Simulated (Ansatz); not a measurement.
# Sr2CaN2 (P1) in Ansatz: convergence with wavefunction cutoff

Aim: find how far wavefunction cutoff must go before the results for Sr2CaN2 settle, at r2SCAN. This setting moves, with any that are tied to it; all else stays.

Everything below comes from runs of Ansatz 0.2.0. Logs are shortened: lines on timing, memory, paths and dates and some standing lists are left out, and cuts for length are marked.

### 1 The cell of the first run

The typed cell holds 5 atoms: a = 3.802 Å, b = 3.802 Å, c = 9.526 Å, α = 90.00°, β = 90.00°, γ = 120.00°.

The cell comes from a database or a generator and needn't be the stable form of this composition.

The cell isn't the ideal one: atoms moved at random, drawn with an rms of 0.05 Å.

### 2 With wavefunction cutoff 200 eV

File input.yaml:

```yaml
crystal:
  lattice:
    - [3.8021792695, 0.0, 0.0]
    - [-1.9010896347, 3.2927838371, 0.0]
    - [0.0, 0.0, 9.5255850018]
  atoms:
    - { symbol: Sr, position: [0.324531, 0.651329, 0.780524] }
    - { symbol: Sr, position: [0.657757, 0.329156, 0.21143] }
    - { symbol: Ca, position: [0.007695, -0.004418, 0.491663] }
    - { symbol: "N", position: [0.334429, 0.676988, 0.33998] }
    - { symbol: "N", position: [0.665547, 0.34846, 0.659223] }
hamiltonian:
  xc: r2scan
  pseudopotentials: { kind: paw }
kpoints:
  mp_grid: { grid: [6, 6, 2] }
scf:
  occupations: { method: fermi_dirac, width: 0.05 }
output:
  forces: true
  stress: true
  eigenvalues: true
basis:
  ecutwfc: "200 eV"
```

Potentials or basis: Ansatz PAW.

Started as:

```console
$ ansatz run input.yaml --threads 2 --pin off --max-ram 5632MiB --backend cpu --events-out ev --progress --plain --runs-dir out
```

The log of the run:

```text
Warning: basis.ecutwfc = 200 eV is below the records' recommended 500 eV, and the density's cutoff is lower with it unless basis.ecutrho_ratio is high enough to keep the records' density cutoff: compare with a run at a higher cutoff
Warning: RAYON_NUM_THREADS=2 ignored (pool sized by the plan → 2); use --threads N
Engine: ansatz 0.2.0, aarch64-unknown-linux-gnu
Pseudopotentials: kind: paw
Pseudopotential: Sr, paw, valence charge 10, recommended cutoff 500 eV (meta_gga), Sr.paw.azcp
Pseudopotential: Ca, paw, valence charge 10, recommended cutoff 500 eV (meta_gga), Ca.paw.azcp
Pseudopotential: N, paw, valence charge 5, recommended cutoff 500 eV (meta_gga), N.paw.azcp
Functional definition: r2SCAN
  parameter k0 = 0.174
  parameter k1 = 0.065
  parameter a1 = 4.9479
  exchange = r2scan_x(k0 = k0, k1 = k1, a1 = a1)
  correlation = r2scan_c
Crystal: 5 atoms, lattice volume = 119.258 Å³
Basis set: ecut = 200 eV, 771 PW (Γ), exchange–correlation on 72×72×180 points (64 copies of the dense FFT grid, shifted against one another)
Bands: 25, of which v1, the nominal top of the filled ones, is band 20 counted from 1 (19 counted from 0)
Symmetry: 1 space group operations
Space group: P1 (ITA 1), of the structure as read, at distance tolerance 4.9e-5 Å
k-points: 40 of 72 (time reversal used)
Non-local potential: Sr, projectors of the file, l = 0: 3, l = 1: 2, l = 2: 2
Non-local potential: Ca, projectors of the file, l = 0: 3, l = 1: 2, l = 2: 2
Non-local potential: N, projectors of the file, l = 0: 2, l = 1: 2, l = 2: 1
PAW form: soft (Blöchl's): semilocal exchange-correlation on the pseudo side does not see the compensation charge
PAW frozen core: Sr, regenerated for the run's functional (the file was generated under x = pbe(κ = 0.804, μ = 0.2195149727645171), c = pbe(β = 0.06672455060314922))
PAW frozen core: Ca, regenerated for the run's functional (the file was generated under x = pbe(κ = 0.804, μ = 0.2195149727645171), c = pbe(β = 0.06672455060314922))
PAW frozen core: N, regenerated for the run's functional (the file was generated under x = pbe(κ = 0.804, μ = 0.2195149727645171), c = pbe(β = 0.06672455060314922))
PAW one-centre angular grid: Sr, 302 points (default); XC on 160 Gauss nodes
PAW one-centre angular grid: Ca, 302 points (default); XC on 160 Gauss nodes
PAW one-centre angular grid: N, 302 points (default); XC on 160 Gauss nodes
Initial density: superposition of atomic densities (neutral atoms: chi_scale 0, normalization atom), corrected by the library's trained network
Initial wavefunctions: pseudopotential atomic-orbital guess
Functional: x = r2scan, c = r2scan; τ floored in thin density (d = 2e-4 eV/Å³)
SCF iter   1: F=—  HF=-9696.221743 eV  |F-HF|=—  |Δ(HF+E_count)|=         —  Δρ=4.60e-2  dr2=1.24e0  dr2_τ=2.29e-1  ethr=1.77e-3  ⟨swp⟩=8.2  Hψ=5262  notcnv=0
preconditioner: auto → Kerker (q_TF=auto, 2.274 Å⁻¹)  [metal: Δε(μ)=0.089 eV  Ē_g=12.558 eV  σ=0.050 eV  W_gap=0.41  n_scr=24 (ndim 8)  ℏωp=18.0 eV  f_vac=0.000  D(μ)=2.42/eV (n_scr^D=10)]
SCF iter   2: F=—  HF=-9696.301054 eV  |F-HF|=—  |Δ(HF+E_count)|=   7.93e-2  Δρ=1.90e-2  dr2=5.90e-1  dr2_τ=4.93e-2  ethr=1.77e-3  ⟨swp⟩=2.0  Hψ=1838  notcnv=0  defer=2
preconditioner: auto → Resta (q_TF=auto, 2.274 Å⁻¹)  ε∞=3.0  [insulator: Δε(μ)=0.210 eV  Ē_g=12.692 eV  σ=0.050 eV  W_gap=0.78  n_scr=24 (ndim 8)  ℏωp=18.0 eV  f_vac=0.000  D(μ)=1.16/eV (n_scr^D=4)  ε∞_Penn≈3.0]
SCF iter   3: F=—  HF=-9696.298875 eV  |F-HF|=—  |Δ(HF+E_count)|=   2.18e-3  Δρ=1.33e-2  dr2=4.56e-1  dr2_τ=1.98e-2  ethr=1.47e-3  ⟨swp⟩=2.5  Hψ=1409  notcnv=0  defer=2
SCF iter   4: F=—  HF=-9696.274739 eV  |F-HF|=—  |Δ(HF+E_count)|=   2.41e-2  Δρ=5.96e-3  dr2=9.41e-2  dr2_τ=5.34e-3  ethr=1.14e-3  ⟨swp⟩=2.1  Hψ=1390  notcnv=0  defer=2
SCF iter   5: F=—  HF=-9696.268989 eV  |F-HF|=—  |Δ(HF+E_count)|=   5.75e-3  Δρ=2.58e-3  dr2=9.00e-3  dr2_τ=1.13e-3  ethr=2.35e-4  ⟨swp⟩=1.9  Hψ=1189  notcnv=0  defer=2
SCF iter   6: F=—  HF=-9696.269703 eV  |F-HF|=—  |Δ(HF+E_count)|=   7.14e-4  Δρ=8.21e-4  dr2=7.01e-4  dr2_τ=5.92e-5  ethr=2.25e-5  ⟨swp⟩=1.1  Hψ=1044  notcnv=0  defer=2
SCF iter   7: F=—  HF=-9696.270219 eV  |F-HF|=—  |Δ(HF+E_count)|=   5.16e-4  Δρ=1.69e-4  dr2=1.88e-4  dr2_τ=1.86e-6  ethr=1.75e-6  ⟨swp⟩=2.1  Hψ=1364  notcnv=0  defer=2
SCF iter   8: F=—  HF=-9696.270245 eV  |F-HF|=—  |Δ(HF+E_count)|=   2.59e-5  Δρ=6.89e-5  dr2=2.57e-5  dr2_τ=4.62e-7  ethr=4.69e-7  ⟨swp⟩=2.0  Hψ=1159  notcnv=0  defer=2
SCF iter   9: F=—  HF=-9696.270253 eV  |F-HF|=—  |Δ(HF+E_count)|=   8.19e-6  Δρ=2.06e-5  dr2=1.11e-6  dr2_τ=5.84e-8  ethr=6.41e-8  ⟨swp⟩=2.0  Hψ=1396  notcnv=0  defer=2
SCF iter  10: F=—  HF=-9696.270254 eV  |F-HF|=—  |Δ(HF+E_count)|=   3.58e-7  Δρ=8.06e-6  dr2=2.77e-7  dr2_τ=7.30e-9  ethr=2.78e-9  ⟨swp⟩=2.1  Hψ=1500  notcnv=0  defer=2
SCF iter  11: F=-9696.270254 eV  HF=-9696.270254 eV  |F-HF|=2.47e-9  |Δ(HF+E_count)|=   2.99e-8  Δρ=1.75e-6  dr2=5.33e-9  dr2_τ=4.32e-10  ethr=2.50e-10  ⟨swp⟩=5.5  Hψ=4142  notcnv=0
SCF 1 converged in 11 iterations: F = -9696.270254 eV  dr2 = 5.33e-9
SCF converged after 11 iterations
Free energy (F): -9696.270254 eV
Harris-Foulkes:  -9696.270254 eV  (|F-HF|=2.47e-9)
Internal energy: -9696.241364 eV  (E = F + TS)
E sigma→0 (E₀):  -9696.255809 eV
Entropy (-TS):   -0.028889 eV (-5.778 meV/atom)
Fermi energy:    6.529544 eV
--- Per-component energies (eV) ---
  E_band       = -347.978007
  E_kinetic    = 1030.926444
  E_local      = -3160.283902  (includes V_loc(G=0)·N_el)
  E_nonlocal   = 531.728757
  E_hartree    = 1051.143165
  E_xc         = -585.220547
  E_vxc        = -722.649018  (∫ρ·V_xc dr)
  E_paw        = -6542.684362  (= ΣΔE_a)
  E_vpaw       = -171.354930  (= ΣTr[D̂ρ^β])
  E_aug_tail   = 0.005885  (compensation charges beyond the density's cutoff)
  E_vtau       = 41.363581  (kinetic-family band-sum trace: ∫τ·v_τ [+ j·A + Jᵃ·Aᵃ] dr)
  E_ewald      = -2021.284935
  E_core_change = -0.571867  (= ΣΔE_core)
  E_smearing   = -0.028889  (= −TS)
  E_closure    = -0.000000  (closes the sum)
  Σ components = -9696.270254   (vs F -9696.270254, Δ=0.00e0)
--- Forces (eV/Å), atoms counted from 1 ---
  atom   1  Sr    -0.05015144     0.21181956    -0.28451891
  atom   2  Sr     0.05984872     0.09098452     0.31927639
  atom   3  Ca    -0.14431349     0.04935088     0.43545935
  atom   4  N      0.00776757    -0.11326815    -0.90030657
  atom   5  N      0.12684957    -0.23895168     0.43010127
  max |Σ_I F_I| component: 6.49e-5 eV/Å
--- Stress (GPa, compression-positive) ---
        1.422980      -0.010154      -0.127741
       -0.010154       1.211731       0.151719
       -0.127741       0.151719       0.559275
  P = ⅓ Tr σ = 1.0647 GPa (10.647 kbar)
--- Band table (eV; the first three rows and the last of 40) ---
  k-point 0: bands = ["-34.3920", "-28.9041", "-28.6543", "-14.5175", "-14.3612", "-14.3590", "-10.6700", "-10.4280", "-10.0801", "-10.0650", "-9.8413", "-9.8134", "-6.0697", "-5.7677", "4.1961", "5.5789", "5.7239", "5.8526", "5.8680", "6.3437", "6.3459", "10.2706", "10.7250", "11.7434", "11.7479"]
  k-point 1: bands = ["-34.3960", "-28.9048", "-28.6551", "-14.5554", "-14.3486", "-14.3463", "-10.6617", "-10.4627", "-10.0750", "-10.0599", "-9.8361", "-9.8079", "-6.0546", "-5.7866", "4.4541", "4.6669", "5.9467", "5.9538", "6.3206", "6.3245", "6.5548", "9.1047", "11.5291", "11.8598", "11.8737"]
  k-point 2: bands = ["-34.3931", "-28.8917", "-28.6419", "-14.5228", "-14.4092", "-14.3673", "-10.6378", "-10.4221", "-10.2509", "-10.1112", "-10.0228", "-9.8461", "-5.9408", "-5.7238", "4.5617", "5.2469", "5.5038", "5.9563", "6.1709", "6.3671", "6.5367", "10.1683", "10.7175", "11.4668", "11.8267"]
  k-point 39: bands = ["-34.3772", "-28.8509", "-28.5985", "-14.5413", "-14.4864", "-14.3782", "-10.8272", "-10.6784", "-10.4323", "-10.2010", "-10.1942", "-9.9633", "-5.7498", "-5.5521", "4.6632", "5.6459", "6.0114", "6.1884", "6.2951", "6.4872", "7.6585", "8.5325", "9.6649", "10.7296", "11.3236"]
```

Wall time 4.5 s (2 threads of Arm Neoverse V2, shared host); peak memory 0.38 GiB.

Results:

```yaml
Free_energy: -9696.2703 eV
Pressure: 1.1 GPa
Largest_force: 0.907 eV/Å
Band_gap_on_the_k_mesh: none (metal or under the smearing width)
```

### 3 With wavefunction cutoff 250 eV

Edit input.yaml of step 2 so:

```diff
@@ -23,2 +23,2 @@
 basis:
-  ecutwfc: "200 eV"
+  ecutwfc: "250 eV"
```

Potentials or basis: Ansatz PAW.

Started as:

```console
$ ansatz run input.yaml --threads 2 --pin off --max-ram 5632MiB --backend cpu --events-out ev --progress --plain --runs-dir out
```

Run time: 6.1 s. Hardware: 2 threads of Arm Neoverse V2, shared host; peak memory 0.42 GiB.

Results:

```yaml
Free_energy: -9702.5632 eV
Pressure: -1.1 GPa
Largest_force: 0.585 eV/Å
Band_gap_on_the_k_mesh: none (metal or under the smearing width)
```

### 4 With wavefunction cutoff 300 eV

Edit input.yaml of step 3 so:

```diff
@@ -23,2 +23,2 @@
 basis:
-  ecutwfc: "250 eV"
+  ecutwfc: "300 eV"
```

Started as:

```console
$ ansatz run input.yaml --threads 2 --pin off --max-ram 5632MiB --backend cpu --events-out ev --progress --plain --runs-dir out
```

Run time: 7.9 s. Hardware: 2 threads of Arm Neoverse V2, shared host; peak memory 0.48 GiB.

What came out:

```
Free energy            : -9704.1321 eV
Pressure               : -1.5 GPa
Largest force          : 0.636 eV/Å
Band gap on the k mesh : none (metal or under the smearing width)
```

### 5 With wavefunction cutoff 350 eV

Edit input.yaml of step 4 so:

```diff
@@ -23,2 +23,2 @@
 basis:
-  ecutwfc: "300 eV"
+  ecutwfc: "350 eV"
```

Started as:

```console
$ ansatz run input.yaml --threads 2 --pin off --max-ram 5632MiB --backend cpu --events-out ev --progress --plain --runs-dir out
```

It took 11 s on 2 threads of Arm Neoverse V2, shared host; peak memory 0.46 GiB.

Results:

- Free energy: -9704.5320 eV
- Pressure: -1.5 GPa
- Largest force: 0.649 eV/Å
- Band gap on the k mesh: none (metal or under the smearing width)

### 6 With wavefunction cutoff 400 eV

Edit input.yaml of step 5 so:

```diff
@@ -23,2 +23,2 @@
 basis:
-  ecutwfc: "350 eV"
+  ecutwfc: "400 eV"
```

Potentials or basis: Ansatz PAW.

Started as:

```console
$ ansatz run input.yaml --threads 2 --pin off --max-ram 5632MiB --backend cpu --events-out ev --progress --plain --runs-dir out
```

Wall time 13 s (2 threads of Arm Neoverse V2, shared host); peak memory 0.48 GiB.

Results (log left out):

```yaml
Free_energy: -9704.6258 eV
Pressure: -1.4 GPa
Largest_force: 0.650 eV/Å
Band_gap_on_the_k_mesh: none (metal or under the smearing width)
```

### 7 With wavefunction cutoff 450 eV

Edit input.yaml of step 6 so:

```diff
@@ -23,2 +23,2 @@
 basis:
-  ecutwfc: "400 eV"
+  ecutwfc: "450 eV"
```

Started as:

```console
$ ansatz run input.yaml --threads 2 --pin off --max-ram 5632MiB --backend cpu --events-out ev --progress --plain --runs-dir out
```

It took 15 s on 2 threads of Arm Neoverse V2, shared host; peak memory 0.55 GiB.

Results (log left out):

```
Free energy            : -9704.6457 eV
Pressure               : -1.4 GPa
Largest force          : 0.650 eV/Å
Band gap on the k mesh : none (metal or under the smearing width)
```

### 8 With wavefunction cutoff 500 eV

Edit input.yaml of step 7 so:

```diff
@@ -23,2 +23,2 @@
 basis:
-  ecutwfc: "450 eV"
+  ecutwfc: "500 eV"
```

Started as:

```console
$ ansatz run input.yaml --threads 2 --pin off --max-ram 5632MiB --backend cpu --events-out ev --progress --plain --runs-dir out
```

Wall time 18 s (2 threads of Arm Neoverse V2, shared host); peak memory 0.61 GiB.

The run converged. Its results:

| Property | Result |
| --- | --- |
| Free energy | -9704.6503 eV |
| Pressure | -1.4 GPa |
| Largest force | 0.650 eV/Å |
| Band gap on the k mesh | none (metal or under the smearing width) |

### 9 With wavefunction cutoff 600 eV

Edit input.yaml of step 8 so:

```diff
@@ -23,2 +23,2 @@
 basis:
-  ecutwfc: "500 eV"
+  ecutwfc: "600 eV"
```

Potentials or basis: Ansatz PAW.

Started as:

```console
$ ansatz run input.yaml --threads 2 --pin off --max-ram 5632MiB --backend cpu --events-out ev --progress --plain --runs-dir out
```

Wall time 20 s (2 threads of Arm Neoverse V2, shared host); peak memory 0.71 GiB.

It converged, with:

* Free energy: -9704.6550 eV
* Pressure: -1.4 GPa
* Largest force: 0.651 eV/Å
* Band gap on the k mesh: none (metal or under the smearing width)

### 10 With wavefunction cutoff 800 eV

Edit input.yaml of step 9 so:

```diff
@@ -23,2 +23,2 @@
 basis:
-  ecutwfc: "600 eV"
+  ecutwfc: "800 eV"
```

Started as:

```console
$ ansatz run input.yaml --threads 2 --pin off --max-ram 5632MiB --backend cpu --events-out ev --progress --plain --runs-dir out
```

Wall time 30 s (2 threads of Arm Neoverse V2, shared host); peak memory 0.92 GiB.

Results (log left out):

* Free energy: -9704.6592 eV
* Pressure: -1.4 GPa
* Largest force: 0.650 eV/Å
* Band gap on the k mesh: none (metal or under the smearing width)

### 11 The series at a glance

| wavefunction cutoff | energy less the tightest run, at zero smearing (meV/atom) | pressure (GPa) | largest force (eV/Å) | SCF cycles | CPU time (s) | peak memory (GiB) |
| --- | --- | --- | --- | --- | --- | --- |
| 200 eV | 1677.88 | 1.06 | 0.907 | 11 | 8.8 | 0.38 |
| 250 eV | 419.16 | -1.10 | 0.585 | 10 | 12 | 0.42 |
| 300 eV | 105.39 | -1.45 | 0.636 | 11 | 16 | 0.48 |
| 350 eV | 25.42 | -1.46 | 0.649 | 12 | 21 | 0.46 |
| 400 eV | 6.66 | -1.43 | 0.650 | 12 | 25 | 0.48 |
| 450 eV | 2.71 | -1.42 | 0.650 | 12 | 30 | 0.55 |
| 500 eV | 1.78 | -1.42 | 0.650 | 12 | 37 | 0.61 |
| 600 eV | 0.83 | -1.43 | 0.651 | 12 | 40 | 0.71 |
| 800 eV | 0.00 | -1.43 | 0.650 | 12 | 60 | 0.92 |

Against the tightest run, the energy stays within 1 meV/atom from 600 eV on; the pressure stays within 0.1 GPa from 300 eV on; the largest force stays within 0.005 eV/Å from 350 eV on. The tightest run that finished is the yardstick and may itself not be fully converged.

Caveats: the PAW data sets come from PBE, with cores solved anew for the run's functional, which leaves a small shift of forces and pressure.
